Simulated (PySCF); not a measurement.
**C₆H₉NS₂Si: geometry, NMR shifts and electronic excitations**

Aim: predict the NMR shifts and electronic excitations of C₆H₉NS₂Si (`N#C[Si]1(C2CC2)SCCS1`).

The runs use PySCF 2.14.0, with density-fitted response routines of our own; the level of theory stands in each step. All values are computed, except where a source is named. Atoms are numbered from 0 throughout.

## (1) The starting structure

19 atoms, charge 0, multiplicity 1; geometry from: GFN2-xTB.

Bonds of the start (Å): N0–C1 1.15, C1–Si2 1.87, Si2–C3 1.87, C3–C4 1.50, C4–C5 1.49, Si2–S6 2.15, S6–C7 1.82, C7–C8 1.51, C8–S9 1.83, S9–Si2 2.16, C5–C3 1.50, C3–H10 1.08, C4–H11 1.08, C4–H12 1.08, C5–H13 1.08, C5–H14 1.08, C7–H15 1.09, C7–H16 1.09, C8–H17 1.09, C8–H18 1.09.

## (2) Optimising the geometry at PBE0-D3(BJ)/def2-SVP

The job: settings as JSON, then the geometry in Å.

```
{"job": {"xc": "PBE0", "basis": "def2-SVP", "d3": "d3bj", "grid": 1, "kind": "geom"}, "charge": 0, "multiplicity": 1}
N      0.758043     3.016820    -0.993597
C      0.457724     1.963691    -0.658723
Si    -0.044255     0.250485    -0.088486
C      1.424099    -0.903209    -0.179209
C      2.724144    -0.474670     0.446058
C      2.596711    -0.510046    -1.036588
S     -0.921533     0.423324     1.869606
C     -2.624067     0.556904     1.228495
C     -2.887916    -0.494449     0.176821
S     -1.767440    -0.315015    -1.254308
H      1.207013    -1.964388    -0.137425
H      3.320997    -1.231230     0.932278
H      2.764756     0.487591     0.933113
H      2.550295     0.428591    -1.567754
H      3.106957    -1.289760    -1.581189
H     -2.759405     1.561721     0.827369
H     -3.283599     0.417140     2.084749
H     -3.898957    -0.398472    -0.218434
H     -2.752991    -1.497290     0.583092
```

Output:

```text
step   0  E = -1373.45133559  max force = 0.041408
step   1  E = -1373.45423602  max force = 0.006253
step   2  E = -1373.45482759  max force = 0.003347
step   3  E = -1373.45496913  max force = 0.000657
step   4  E = -1373.45503224  max force = 0.001196
step   5  E = -1373.45510858  max force = 0.001703
step   6  E = -1373.45515405  max force = 0.001168
step   7  E = -1373.45518070  max force = 0.000567
step   8  E = -1373.45519826  max force = 0.000680
step   9  E = -1373.45520725  max force = 0.001035
step  10  E = -1373.45520633  max force = 0.000747
step  11  E = -1373.45520216  max force = 0.000458
step  12  E = -1373.45520036  max force = 0.000455
step  13  E = -1373.45520228  max force = 0.000359
optimisation converged
```

It took 8.6 min on 1 thread, shared host.

The steps of the relaxation:

| step | energy from step 0 (eV) | largest force component (eV/Å) |
| --- | --- | --- |
| 0 | 0.0000 | 2.1293 |
| 1 | -0.0789 | 0.3215 |
| 2 | -0.0950 | 0.1721 |
| 3 | -0.0989 | 0.0338 |
| 4 | -0.1006 | 0.0615 |
| 5 | -0.1027 | 0.0876 |
| 6 | -0.1039 | 0.0601 |
| 7 | -0.1046 | 0.0292 |
| 8 | -0.1051 | 0.0350 |
| 9 | -0.1054 | 0.0532 |
| 10 | -0.1053 | 0.0384 |
| 11 | -0.1052 | 0.0236 |
| 12 | -0.1052 | 0.0234 |
| 13 | -0.1052 | 0.0185 |

Distances of close pairs at the start and the end, largest changes first:

| bond | before (Å) | after (Å) | change (Å) |
| --- | --- | --- | --- |
| Si2–C3 | 1.870 | 1.842 | -0.028 |
| Si2–S6 | 2.153 | 2.134 | -0.018 |
| N0–C1 | 1.145 | 1.160 | +0.015 |
| C4–H12 | 1.079 | 1.094 | +0.015 |
| C5–H13 | 1.080 | 1.094 | +0.015 |
| C4–H11 | 1.079 | 1.093 | +0.014 |
| C5–H14 | 1.079 | 1.093 | +0.013 |
| Si2–S9 | 2.156 | 2.143 | -0.013 |

The end geometry stands in the next job.

| at the end point | value |
| --- | --- |
| point group (found at 0.08 Å tolerance) | C1 |
| rotational constants (GHz, main isotopes) | 1.251, 0.631, 0.619 |
| dipole moment (D) | 4.07 |

## (3) Nuclear shieldings: PBE0/pcSseg-1

The job: settings as JSON, then the geometry in Å.

```
{"job": {"kind": "nmr", "xc": "PBE0", "basis": "pcSseg-1"}, "charge": 0, "multiplicity": 1}
N      0.863317     3.026667    -0.783494
C      0.502531     1.967408    -0.476182
Si    -0.049699     0.251786     0.013249
C      1.436124    -0.818832    -0.184315
C      2.817911    -0.280105     0.122126
C      2.435525    -0.553057    -1.289318
S     -0.848118     0.226580     1.992257
C     -2.588294     0.408623     1.446442
C     -2.895137    -0.513521     0.285171
S     -1.792294    -0.202096    -1.147749
H      1.260627    -1.870784     0.065816
H      3.512528    -0.961124     0.620206
H      2.911935     0.764997     0.433298
H      2.267449     0.305381    -1.947082
H      2.860496    -1.426619    -1.789777
H     -2.779409     1.458897     1.179811
H     -3.208469     0.153641     2.319710
H     -3.918822    -0.344204    -0.083197
H     -2.802196    -1.567278     0.586669
```

With the program's defaults for keys left out, this is: GIAO PBE0/pcSseg-1 NMR shielding, non-relativistic, gas phase.

Output:

```text
coarse grid: 18032 points
cycle   1  E = -1373.7753436052  dE =  1.331e+00  |g| = 4.743e-01  |ddm| = 4.231e+00
cycle   2  E = -1373.6656469118  dE =  1.097e-01  |g| = 8.526e-01  |ddm| = 1.115e+00
cycle   3  E = -1373.8284231642  dE = -1.628e-01  |g| = 2.009e-01  |ddm| = 6.800e-01
cycle   4  E = -1373.8369585093  dE = -8.535e-03  |g| = 5.217e-02  |ddm| = 1.704e-01
cycle   5  E = -1373.8375295335  dE = -5.710e-04  |g| = 1.258e-02  |ddm| = 4.778e-02
cycle   6  E = -1373.8375690107  dE = -3.948e-05  |g| = 2.797e-03  |ddm| = 1.563e-02
cycle   7  E = -1373.8375705183  dE = -1.508e-06  |g| = 1.156e-03  |ddm| = 3.907e-03
final grid: 162008 points
cycle   8  E = -1373.9007222837  dE = -3.018e-05  |g| = 1.154e-02  |ddm| = 3.625e-02
cycle   9  E = -1373.9006908705  dE =  3.141e-05  |g| = 1.598e-02  |ddm| = 2.507e-02
cycle  10  E = -1373.9007554378  dE = -6.457e-05  |g| = 1.650e-03  |ddm| = 1.528e-02
cycle  11  E = -1373.9007560068  dE = -5.690e-07  |g| = 6.604e-04  |ddm| = 1.606e-03
cycle  12  E = -1373.9007560931  dE = -8.627e-08  |g| = 1.971e-04  |ddm| = 5.111e-04
cycle  13  E = -1373.9007561024  dE = -9.375e-09  |g| = 4.278e-05  |ddm| = 2.056e-04
cycle  14  E = -1373.9007561029  dE = -4.316e-10  |g| = 1.131e-05  |ddm| = 4.560e-05
converged SCF energy = -1373.9007561029

GIAO shielding tensors (ppm)
atom      isotropic    diamagn.    paramagn.     s11        s22        s33       span
  0 N     -101.312     337.669    -438.980   -297.562   -286.218    279.845    577.407
  1 C       59.400     264.130    -204.730    -57.274    -55.577    291.050    348.324
  2 Si     324.132     878.201    -554.069    241.435    343.674    387.287    145.853
  3 C      186.432     251.943     -65.511    156.217    172.322    230.757     74.540
  4 C      179.543     253.410     -73.866    152.489    176.656    209.484     56.996
  5 C      179.942     253.099     -73.157    152.878    176.460    210.488     57.610
  6 S      592.985    1058.351    -465.366    481.364    542.875    754.715    273.351
  7 C      142.624     251.902    -109.278    107.466    155.417    164.990     57.525
  8 C      142.678     251.055    -108.376    108.412    155.593    164.030     55.618
  9 S      597.546    1058.216    -460.670    460.712    577.504    754.422    293.710
 10 H       31.603      31.369       0.234     23.803     29.093     41.912     18.109
 11 H       30.392      29.130       1.262     24.568     25.416     41.193     16.625
 12 H       30.463      30.461       0.001     24.225     28.798     38.365     14.140
 13 H       30.468      30.548      -0.080     24.185     28.783     38.436     14.251
 14 H       30.392      29.119       1.273     24.522     25.463     41.190     16.669
 15 H       28.503      29.603      -1.099     23.101     26.160     36.249     13.148
 16 H       28.280      28.412      -0.132     21.386     26.088     37.366     15.980
 17 H       28.235      28.252      -0.017     21.478     26.067     37.162     15.684
 18 H       28.589      30.164      -1.574     23.007     26.209     36.553     13.546
```

Run time: 84 s. Hardware: 1 thread, shared host.

The references, computed at this level on geometries of the same kind, shield at (ppm): 1H TMS 31.27, 13C TMS 184.4, 29Si TMS 352.0, 15N NH3 265.7, 33S CS2 496. Their shielding less the atom's gives the shift. The references are single molecules in the gas phase, so shifts against H2O, NH3, PH3, H3PO4 or CFCl3 are not on the usual liquid scales and can be off by tens of ppm. Atoms listed in one row are averaged.

| atoms | environment | σ (ppm) | δ (ppm) | δ scaled to CDCl3 |
| --- | --- | --- | --- | --- |
| C1 | nitrile carbon | 59.4 | 125.0 | 120.9 |
| C7, C8 | sp3 CH2 bonded to S | 142.7 | 41.8 | 36.5 |
| C4, C5 | three-membered-ring carbon | 179.7 | 4.7 | 4.0 |
| C3 | three-membered-ring carbon | 186.4 | -2.0 | -2.5 |
| H15, H17 | hydrogen on an sp3 CH2 bonded to S | 28.37 | 2.90 | 2.96 |
| H16, H18 | hydrogen on an sp3 CH2 bonded to S | 28.43 | 2.83 | 2.90 |
| H11, H14 | hydrogen on a three-membered-ring carbon | 30.39 | 0.88 | 1.05 |
| H12, H13 | hydrogen on a three-membered-ring carbon | 30.47 | 0.80 | 0.98 |
| H10 | hydrogen on a three-membered-ring carbon | 31.60 | -0.34 | -0.10 |
| N0 | nitrile nitrogen | -101.3 | 367.0 | – |
| Si2 | silicon bonded to 2 C, 2 S, in a 5-membered ring | 324.1 | 27.9 | – |
| S6, S9 | sulfur bonded to C, Si, in a 5-membered ring | 595 | -100 | – |

The scaled column applies a straight-line fit of computed shieldings to shifts measured in CDCl3, with any fitted terms for Cl, Br or S neighbours (root-mean-square error 0.21 ppm for H, 2.0 ppm for C).

The run also stored atomic charges by several schemes (e):

| atoms | Mulliken | IAO | Hirshfeld | ESP fit |
| --- | --- | --- | --- | --- |
| N0 | -0.21 | -0.19 | -0.19 | -0.44 |
| C1 | -0.20 | -0.18 | -0.04 | 0.37 |
| Si2 | 1.01 | 0.88 | 0.35 | 0.07 |
| C3 | -0.56 | -0.44 | -0.14 | 0.07 |
| C4, C5 | -0.20 | -0.27 | -0.08 | -0.31 |
| S6, S9 | -0.23 | -0.16 | -0.08 | -0.19 |
| C7, C8 | -0.33 | -0.33 | -0.07 | -0.19 |

Mayer bond orders: N0–C1 2.90, C1–Si2 0.78, Si2–C3 0.91, C3–C4 0.94, C4–C5 0.97, Si2–S6 1.00, S6–C7 0.99, C7–C8 1.00, C8–S9 0.99, S9–Si2 1.00, C5–C3 0.94.

Ring of atoms Si2, S6, C7, C8, S9: NICS(0) -9.3, NICS(1) -5.3, NICS(1)zz -2.8 ppm (means of both faces).

Ring of atoms C3, C4, C5: NICS(0) -45.1, NICS(1) -9.0, NICS(1)zz -24.5 ppm (means of both faces).

In rings of three or four atoms NICS is ruled by the nearby σ bonds, so it says little on aromaticity.

## (4) Excited states and response: wB97X-D/def2-SVPD

Settings changed since step 3:

```diff
@@ -1,2 +1,2 @@
-{"job": {"kind": "nmr", "xc": "PBE0", "basis": "pcSseg-1"}, "charge": 0, "multiplicity": 1}
+{"job": {"kind": "uv", "xc": "wB97X-D", "basis": "def2-SVPD", "ip": true}, "charge": 0, "multiplicity": 1}
 N      0.863317     3.026667    -0.783494
```

Level: TDDFT wB97X-D/def2-SVPD, vertical, gas phase, core orbitals frozen in the response.

Output:

```text
coarse grid: 18032 points
cycle   1  E = -1373.8419129926  dE =  1.558e+00  |g| = 5.308e-01  |ddm| = 7.029e+00
cycle   2  E = -1373.7961732183  dE =  4.574e-02  |g| = 7.612e-01  |ddm| = 2.145e+00
cycle   3  E = -1373.9269007754  dE = -1.307e-01  |g| = 9.857e-02  |ddm| = 1.061e+00
cycle   4  E = -1373.9289125587  dE = -2.012e-03  |g| = 4.978e-02  |ddm| = 2.432e-01
cycle   5  E = -1373.9295345609  dE = -6.220e-04  |g| = 9.181e-03  |ddm| = 1.067e-01
cycle   6  E = -1373.9295600642  dE = -2.550e-05  |g| = 2.380e-03  |ddm| = 2.865e-02
cycle   7  E = -1373.9295624635  dE = -2.399e-06  |g| = 8.553e-04  |ddm| = 8.074e-03
final grid: 162008 points
cycle   8  E = -1374.0858020092  dE = -1.323e-04  |g| = 7.250e-03  |ddm| = 2.285e-01
cycle   9  E = -1374.0858006284  dE =  1.381e-06  |g| = 8.178e-03  |ddm| = 2.916e-02
cycle  10  E = -1374.0858148652  dE = -1.424e-05  |g| = 2.026e-03  |ddm| = 1.126e-02
cycle  11  E = -1374.0858157184  dE = -8.532e-07  |g| = 5.421e-04  |ddm| = 3.348e-03
cycle  12  E = -1374.0858158083  dE = -8.987e-08  |g| = 1.508e-04  |ddm| = 1.478e-03
cycle  13  E = -1374.0858158161  dE = -7.798e-09  |g| = 4.006e-05  |ddm| = 4.280e-04
cycle  14  E = -1374.0858158169  dE = -8.095e-10  |g| = 1.419e-05  |ddm| = 1.686e-04
converged SCF energy = -1374.0858158169

Static polarisability (au): isotropic 131.968, principal 117.390 122.906 155.609

Singlet excitations
state   eV       nm        f      main configurations
  1   5.2945    234.2   0.00080   H->L 0.79
  2   5.5376    223.9   0.00575   H-1->L 0.74, H-1->L+1 0.09
  3   5.9887    207.0   0.02092   H->L+1 0.77, H->L 0.09
  4   6.1149    202.8   0.00936   H-1->L+1 0.67, H-1->L 0.14
  5   6.7531    183.6   0.00606   H->L+2 0.46
  6   6.8459    181.1   0.00992   H-2->L 0.43, H->L+2 0.12, H-3->L 0.09
  7   6.9109    179.4   0.01280   H-1->L+2 0.49, H->L+4 0.12
  8   7.0129    176.8   0.00529   H->L+3 0.33
  9   7.0827    175.1   0.02995   H-2->L 0.28, H->L+3 0.10, H->L+2 0.08
 10   7.2460    171.1   0.04133   H-2->L+1 0.34, H-3->L 0.13, H-6->L+1 0.09

Triplet excitations (Tamm-Dancoff, eV): 4.9869 5.1996 5.5570 5.7234
Vertical ionisation energy (delta-SCF) = 9.3250 eV
```

Run time: 11 min. Hardware: 1 thread, shared host.

The orbitals next to the gap, with their largest atomic shares:

| orbital | eV | atoms |
| --- | --- | --- |
| HOMO−3 | -10.78 | C5 21 %, C4 19 %, C3 15 % |
| HOMO−2 | -10.52 | S9 26 %, S6 26 %, C3 12 % |
| HOMO−1 | -9.42 | S6 48 %, S9 18 %, Si2 8 % |
| HOMO | -9.18 | S9 51 %, S6 21 %, C8 8 % |
| LUMO | 0.72 | S6 19 %, Si2 18 %, S9 17 % |
| LUMO+1 | 1.06 | C1 19 %, Si2 18 %, N0 17 % |
| LUMO+2 | 1.80 | C1 19 %, N0 19 %, S6 16 % |

With each of the 10 states as a Gaussian band of 0.4 eV half-width at 1/e, the curve within the window shown has maxima at 206 nm (ε 1,300), 174 nm (ε 3,700) L/(mol cm). Beyond the last state computed it falls off for lack of states. The curve at chosen wavelengths:

```csv
nm,ε (L/mol/cm)
164,1372
168,2597
172,3512
176,3615
180,2986
184,2086
188,1354
192,997
196,983
200,1134
204,1260
208,1252
212,1113
215,961
219,749
223,564
227,418
231,305
235,218
239,151
243,100
247,64
251,39
255,23
259,13
263,7
```

Further results of this job:

| property | computed |
| --- | --- |
| dipole moment (D) | 4.25 |
| polarisability (Å³) | 19.56 |
| HOMO–LUMO gap (eV) | 9.90 |
| −ε(HOMO) (eV) | 9.18 |

## (5) NMR shieldings: KT3/pcSseg-1

Settings changed since step 4:

```diff
@@ -1,2 +1,2 @@
-{"job": {"kind": "uv", "xc": "wB97X-D", "basis": "def2-SVPD", "ip": true}, "charge": 0, "multiplicity": 1}
+{"job": {"kind": "nmr", "xc": "KT3", "basis": "pcSseg-1", "pop": false}, "charge": 0, "multiplicity": 1}
 N      0.863317     3.026667    -0.783494
```

Level: GIAO KT3/pcSseg-1 NMR shielding, non-relativistic, gas phase.

Output:

```text
coarse grid: 18032 points
cycle   1  E = -1387.1093600437  dE =  1.105e+00  |g| = 6.066e-01  |ddm| = 4.282e+00
cycle   2  E = -1386.8205649006  dE =  2.888e-01  |g| = 1.232e+00  |ddm| = 1.647e+00
cycle   3  E = -1387.1590525517  dE = -3.385e-01  |g| = 4.601e-01  |ddm| = 1.149e+00
cycle   4  E = -1387.2083179175  dE = -4.927e-02  |g| = 7.723e-02  |ddm| = 3.387e-01
cycle   5  E = -1387.2095678520  dE = -1.250e-03  |g| = 2.587e-02  |ddm| = 1.049e-01
cycle   6  E = -1387.2097490563  dE = -1.812e-04  |g| = 6.447e-03  |ddm| = 4.005e-02
cycle   7  E = -1387.2097583096  dE = -9.253e-06  |g| = 3.062e-03  |ddm| = 9.932e-03
final grid: 162008 points
cycle   8  E = -1387.2710889523  dE = -3.153e-04  |g| = 1.695e-02  |ddm| = 5.871e-02
cycle   9  E = -1387.2709610644  dE =  1.279e-04  |g| = 2.565e-02  |ddm| = 3.642e-02
cycle  10  E = -1387.2710859812  dE = -1.249e-04  |g| = 1.373e-02  |ddm| = 3.196e-02
cycle  11  E = -1387.2711241449  dE = -3.816e-05  |g| = 4.876e-03  |ddm| = 9.516e-03
cycle  12  E = -1387.2711300672  dE = -5.922e-06  |g| = 6.806e-04  |ddm| = 4.610e-03
cycle  13  E = -1387.2711301899  dE = -1.227e-07  |g| = 8.689e-05  |ddm| = 8.608e-04
cycle  14  E = -1387.2711301914  dE = -1.492e-09  |g| = 4.248e-05  |ddm| = 1.518e-04
cycle  15  E = -1387.2711301919  dE = -4.875e-10  |g| = 9.824e-06  |ddm| = 6.582e-05
converged SCF energy = -1387.2711301919

GIAO shielding tensors (ppm)
atom      isotropic    diamagn.    paramagn.     s11        s22        s33       span
  0 N      -73.059     338.684    -411.743   -254.308   -242.847    277.978    532.285
  1 C       72.246     264.692    -192.446    -35.807    -33.764    286.309    322.116
  2 Si     344.896     881.456    -536.560    264.268    366.044    404.376    140.108
  3 C      183.149     251.837     -68.688    154.559    167.989    226.899     72.340
  4 C      176.525     253.450     -76.925    150.962    172.627    205.986     55.024
  5 C      176.941     253.159     -76.218    151.353    172.420    207.049     55.696
  6 S      581.977    1060.793    -478.816    480.206    528.346    737.380    257.173
  7 C      138.293     252.575    -114.282    102.425    152.278    160.177     57.752
  8 C      138.489     251.953    -113.464    103.817    152.566    159.085     55.268
  9 S      585.470    1060.701    -475.231    458.147    563.110    735.152    277.004
 10 H       31.633      31.907      -0.274     24.128     29.348     41.422     17.294
 11 H       30.471      29.053       1.419     24.857     25.874     40.683     15.826
 12 H       30.507      30.950      -0.444     24.486     29.161     37.873     13.387
 13 H       30.512      31.055      -0.543     24.447     29.142     37.945     13.498
 14 H       30.474      29.055       1.419     24.817     25.926     40.680     15.863
 15 H       28.449      30.070      -1.621     23.089     26.192     36.066     12.977
 16 H       28.183      28.288      -0.105     21.483     26.220     36.847     15.364
 17 H       28.139      28.130       0.009     21.610     26.179     36.628     15.017
 18 H       28.550      30.757      -2.207     23.012     26.235     36.401     13.389
```

Run time: 98 s. Hardware: 1 thread, shared host.

Key values: δ C1 110.1, C7 43.9, C4 5.6, C3 -0.8, H15 3.03, H16 2.95 ppm (means over like atoms).

## (6) Run by run: NMR shifts

Shifts (ppm) of some atoms, chosen among heavy atoms and hydrogens apart, means over like atoms, with basis size and wall time:

| run | C1 | C7 | H15 | H16 | N0 | Si2 | S6 | functions | time |
| --- | --- | --- | --- | --- | --- | --- | --- | --- | --- |
| PBE0/pcSseg-1 | 125.0 | 41.8 | 2.90 | 2.83 | 367.0 | 27.9 | -100 | 236 | 84 s |
| KT3/pcSseg-1 | 110.1 | 43.9 | 3.03 | 2.95 | 335.1 | 20.6 | -67 | 236 | 98 s |

## (7) Summary of results

| quantity | value |
| --- | --- |
| point group | C1 |
| rotational constants (main isotopes) | 1.25, 0.63, 0.62 GHz |
| 13C shifts against TMS (PBE0/pcSseg-1, means over atoms taken as alike) | 125.0, 41.8, 4.7, -2.0 ppm |
| 1H shifts against TMS (PBE0/pcSseg-1, means over atoms taken as alike) | 2.90, 2.83, 0.88, 0.80, -0.34 ppm |
| 15N shifts against NH3 (PBE0/pcSseg-1) | 367.0 ppm |
| 29Si shifts against TMS (PBE0/pcSseg-1) | 27.9 ppm |
| 33S shifts against CS2 (PBE0/pcSseg-1, means over atoms taken as alike) | -100 ppm |
| lowest singlet (wB97X-D/def2-SVPD) | 5.29 eV (234 nm), f = 0.001 |
| brightest single state of those computed | state 10, 7.25 eV, f = 0.041 |
| lowest triplet | 4.99 eV |
| vertical ionisation energy (ΔSCF) | 9.33 eV |
| range of the shift of S6 | -100 to -67 ppm |

Relaxing lowered the energy by 0.105 eV in 13 steps; the close pair that moved most is Si2–C3, from 1.870 to 1.842 Å. C1 (nitrile carbon) lies farthest downfield among carbon, at 125.0 ppm; typical of a nitrile. At PBE0/pcSseg-1: The widest tensor belongs to N0: span 577 ppm, with a paramagnetic part of -439 ppm. The first singlet state (HOMO→LUMO 0.79) lies at 5.29 eV and is dark; of the 10 states computed, the strongest absorption comes from state 10 at 7.25 eV (the last computed, so partners may be missing). The lowest triplet lies 0.31 eV below the lowest singlet (triplets in Tamm-Dancoff, singlets in full TDDFT). The orbital energy would give 9.18 eV for ionisation, ΔSCF gives 9.33 eV. Across the 2 runs the shift of S6 (with its like atoms) moves most, between -100 (PBE0/pcSseg-1) and -67 ppm (KT3/pcSseg-1). Part of that comes from the computed reference.
